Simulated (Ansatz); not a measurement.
**BH₁₈N₃Si₆: small, medium and large basis sets**

One table from this session's results is given with a row withheld; the runs are named, their logs left out.

Computed with Ansatz 0.2.0, Gaussian basis. Level: one geometry, several basis sets.

The runs, in order: PBE0-D4/def2-SVP; ωB97M-V/def2-SVP; PBE0-D4/def2-QZVPP; ωB97M-V/def2-QZVPP; the functionals' def2-TZVPP values are taken from earlier runs.

## The relaxed structure

An earlier PBE0-D4 in a triple-zeta def2 set relaxation fixed the geometry.

SMILES `[SiH3]N([SiH3])B(N([SiH3])[SiH3])N([SiH3])[SiH3]`, 28 atoms, charge 0, spin multiplicity 1.

Atoms are counted from 1 here; the program's logs count them from 0.

Bond lengths: Si1–N2 1.743 Å, Si1–H11 1.483 Å, Si1–H12 1.485 Å, Si1–H13 1.488 Å, N2–Si3 1.744 Å, N2–B4 1.449 Å, Si3–H14 1.487 Å, Si3–H15 1.484 Å, Si3–H16 1.487 Å, B4–N5 1.449 Å, B4–N8 1.449 Å, N5–Si6 1.744 Å, N5–Si7 1.743 Å, Si6–H17 1.484 Å, Si6–H18 1.487 Å, Si6–H19 1.487 Å, Si7–H20 1.483 Å, Si7–H21 1.485 Å and more. Angles: N2–Si1–H11 108.9°, N2–Si1–H12 112.3°, N2–Si1–H13 108.5°, H11–Si1–H12 110.2°, H11–Si1–H13 109.3°, H12–Si1–H13 107.7°, Si1–N2–Si3 117.9°, Si1–N2–B4 124.1°, Si3–N2–B4 117.6°, N2–Si3–H14 106.9°, N2–Si3–H15 110.0°, N2–Si3–H16 113.0°, H14–Si3–H15 109.9°, H14–Si3–H16 108.2°, H15–Si3–H16 108.8°, N2–B4–N5 120.0°, N2–B4–N8 119.9°, N5–B4–N8 120.0° and more.

The first run:

Contents of in.yaml:

```yaml
crystal:
  periodic: [false, false, false]
  atoms:
    - {symbol: Si, position_ang: [-1.060403, -1.851939, -1.852751]}
    - {symbol: N, position_ang: [-0.498397, -1.331429, -0.287009]}
    - {symbol: Si, position_ang: [-0.345974, -2.534371, 0.966551]}
    - {symbol: B, position_ang: [0.000403, -0.000531, -0.005096]}
    - {symbol: N, position_ang: [-0.747354, 1.160529, -0.443566]}
    - {symbol: Si, position_ang: [-2.488336, 1.066008, -0.401932]}
    - {symbol: Si, position_ang: [-0.024604, 2.563846, -1.183114]}
    - {symbol: N, position_ang: [1.194460, 0.168954, 0.798449]}
    - {symbol: Si, position_ang: [1.205763, 1.461736, 1.968902]}
    - {symbol: Si, position_ang: [2.677696, -0.708621, 0.537426]}
    - {symbol: H, position_ang: [-0.874548, -0.744804, -2.822263]}
    - {symbol: H, position_ang: [-2.483268, -2.277381, -1.827468]}
    - {symbol: H, position_ang: [-0.245911, -3.021773, -2.280780]}
    - {symbol: H, position_ang: [-1.228536, -3.668916, 0.585130]}
    - {symbol: H, position_ang: [-0.782803, -1.969512, 2.267277]}
    - {symbol: H, position_ang: [1.040387, -3.051484, 1.111364]}
    - {symbol: H, position_ang: [-2.934192, 0.490933, 0.891230]}
    - {symbol: H, position_ang: [-3.053421, 0.249445, -1.508414]}
    - {symbol: H, position_ang: [-2.999108, 2.455732, -0.541272]}
    - {symbol: H, position_ang: [1.431951, 2.329484, -1.337178]}
    - {symbol: H, position_ang: [-0.264259, 3.800834, -0.396642]}
    - {symbol: H, position_ang: [-0.635972, 2.756220, -2.526380]}
    - {symbol: H, position_ang: [-0.064621, 1.462295, 2.735672]}
    - {symbol: H, position_ang: [1.393192, 2.802235, 1.353818]}
    - {symbol: H, position_ang: [2.349681, 1.205286, 2.883914]}
    - {symbol: H, position_ang: [3.065755, -1.521941, 1.718121]}
    - {symbol: H, position_ang: [3.768264, 0.272439, 0.285720]}
    - {symbol: H, position_ang: [2.517556, -1.578674, -0.653210]}
basis:
  gaussian: {orbitals: def2-SVP}
hamiltonian: {xc: pbe0, dispersion: d4}
output: {orbitals: {seedname: orbitals}}
```

Started as:

```sh
> ansatz run in.yaml --threads 5 --pin off --events-out ev --progress --plain --max-ram 66560MiB --backend cpu
```

Among the steps run: PBE0-D4 in def2-SVP; ωB97M-V in def2-SVP; PBE0-D4 in def2-QZVPP; ωB97M-V in def2-QZVPP.

One table of the session follows, with a row left open; its other results are not shown here.

```
functional       basis  HOMO (eV)  LUMO (eV)
   PBE0-D4    def2-SVP          ?          ?
   PBE0-D4  def2-TZVPP      -7.85      -0.45
   PBE0-D4  def2-QZVPP      -7.86      -0.51
   ωB97M-V    def2-SVP      -9.96       1.72
   ωB97M-V  def2-TZVPP     -10.10       1.22
   ωB97M-V  def2-QZVPP     -10.10       1.04
```

**Question.** Estimate the row for PBE0-D4, def2-SVP.

The run gave: HOMO (eV): -7.76; LUMO (eV): -0.11. In the column «HOMO (eV)» it is the highest.
